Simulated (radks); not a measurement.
**Fractional charge and spin in the 4s shell of bromine**

Aim: the energy as the spin-up occupation of 4s runs from 0 to 1 and the spin-down one from 0 to 1, against the two flat planes that join the four corners. Added charge counts from the emptiest corner (up 0, down 0).

The numbers are computed with radks (a radial shooting solver on a logarithmic mesh, Libxc functionals) version 1 (scalar-relativistic Kohn-Sham, SCAN, spin-polarised, spherical densities, finite nucleus), except any that are marked as measured or tabulated.

### 1 The atom as given

| Quantity | Value |
| --- | --- |
| element | bromine (Z = 35) |
| configuration | [Ar] 3d10 4p(up 1, down 1) 4s(up 1, down 1) |
| nuclear rms radius | 4.1629 fm |

A shell typed twice in an input gives spin up, then spin down.

### 2 4s: up 1, down 1

The run's settings:

```text
Z 35
configuration [Ar] 3d10 4p1 4p1 4s1 4s1
relativity scalar-relativistic
functional scan,scan
spin polarised
nucleus finite rms 4.1629 fm
c 137.035999084
```

### 3 4s: up 1, down 0.75

The run's settings:

```text
Z 35
configuration [Ar] 3d10 4p1 4p1 4s1 4s0.75
relativity scalar-relativistic
functional scan,scan
spin polarised
nucleus finite rms 4.1629 fm
c 137.035999084
```

### 4 4s: up 1, down 0.5

The run's settings:

```text
Z 35
configuration [Ar] 3d10 4p1 4p1 4s1 4s0.5
relativity scalar-relativistic
functional scan,scan
spin polarised
nucleus finite rms 4.1629 fm
c 137.035999084
```

### 5 4s: up 1, down 0.25

The run's settings:

```text
Z 35
configuration [Ar] 3d10 4p1 4p1 4s1 4s0.25
relativity scalar-relativistic
functional scan,scan
spin polarised
nucleus finite rms 4.1629 fm
c 137.035999084
```

### 6 4s: up 1, down 0

The run's settings:

```text
Z 35
configuration [Ar] 3d10 4p1 4p1 4s1 4s0
relativity scalar-relativistic
functional scan,scan
spin polarised
nucleus finite rms 4.1629 fm
c 137.035999084
```

### 7 4s: up 0.75, down 0.75

The run's settings:

```text
Z 35
configuration [Ar] 3d10 4p1 4p1 4s0.75 4s0.75
relativity scalar-relativistic
functional scan,scan
spin polarised
nucleus finite rms 4.1629 fm
c 137.035999084
```

### 8 4s: up 0.75, down 0.5

The run's settings:

```text
Z 35
configuration [Ar] 3d10 4p1 4p1 4s0.75 4s0.5
relativity scalar-relativistic
functional scan,scan
spin polarised
nucleus finite rms 4.1629 fm
c 137.035999084
```

### 9 4s: up 0.75, down 0.25

The run's settings:

```text
Z 35
configuration [Ar] 3d10 4p1 4p1 4s0.75 4s0.25
relativity scalar-relativistic
functional scan,scan
spin polarised
nucleus finite rms 4.1629 fm
c 137.035999084
```

### 10 4s: up 0.75, down 0

The run's settings:

```text
Z 35
configuration [Ar] 3d10 4p1 4p1 4s0.75 4s0
relativity scalar-relativistic
functional scan,scan
spin polarised
nucleus finite rms 4.1629 fm
c 137.035999084
```

### 11 4s: up 0.5, down 0.5

The run's settings:

```text
Z 35
configuration [Ar] 3d10 4p1 4p1 4s0.5 4s0.5
relativity scalar-relativistic
functional scan,scan
spin polarised
nucleus finite rms 4.1629 fm
c 137.035999084
```

### 12 4s: up 0.5, down 0.25

The run's settings:

```text
Z 35
configuration [Ar] 3d10 4p1 4p1 4s0.5 4s0.25
relativity scalar-relativistic
functional scan,scan
spin polarised
nucleus finite rms 4.1629 fm
c 137.035999084
```

### 13 4s: up 0.5, down 0

The run's settings:

```text
Z 35
configuration [Ar] 3d10 4p1 4p1 4s0.5 4s0
relativity scalar-relativistic
functional scan,scan
spin polarised
nucleus finite rms 4.1629 fm
c 137.035999084
```

### 14 4s: up 0.25, down 0.25

The run's settings:

```text
Z 35
configuration [Ar] 3d10 4p1 4p1 4s0.25 4s0.25
relativity scalar-relativistic
functional scan,scan
spin polarised
nucleus finite rms 4.1629 fm
c 137.035999084
```

### 15 4s: up 0.25, down 0

The run's settings:

```text
Z 35
configuration [Ar] 3d10 4p1 4p1 4s0.25 4s0
relativity scalar-relativistic
functional scan,scan
spin polarised
nucleus finite rms 4.1629 fm
c 137.035999084
```

### 16 4s: up 0, down 0

The run's settings:

```text
Z 35
configuration [Ar] 3d10 4p1 4p1 4s0 4s0
relativity scalar-relativistic
functional scan,scan
spin polarised
nucleus finite rms 4.1629 fm
c 137.035999084
```

Before running it: what results should come out? Wanted: for each run, down \ up; 0; 0.25; 0.5; 0.75; 1.

**Answer**, as computed:

```csv
down \ up,0,0.25,0.5,0.75,1
0,0.000,-1.219,-1.601,-1.181,0.000
0.25,-1.219,-1.466,-0.885,0.487,-1.178
0.5,-1.601,-0.885,0.649,-0.827,-1.547
0.75,-1.181,0.487,-0.827,-1.352,-1.138
1,0.000,-1.178,-1.547,-1.138,0.000
```

What this shows: The table gives the energy in eV minus the planes, whose edge runs along up + down = one added electron; mirror points follow by spin symmetry. With half an added electron in each spin it lies 0.65 eV above the planes. With half an electron added in spin up alone it lies 1.60 eV below them. The planes are only a guide here: the condition holds for ground states with one frontier orbital, and this shell lies below others.
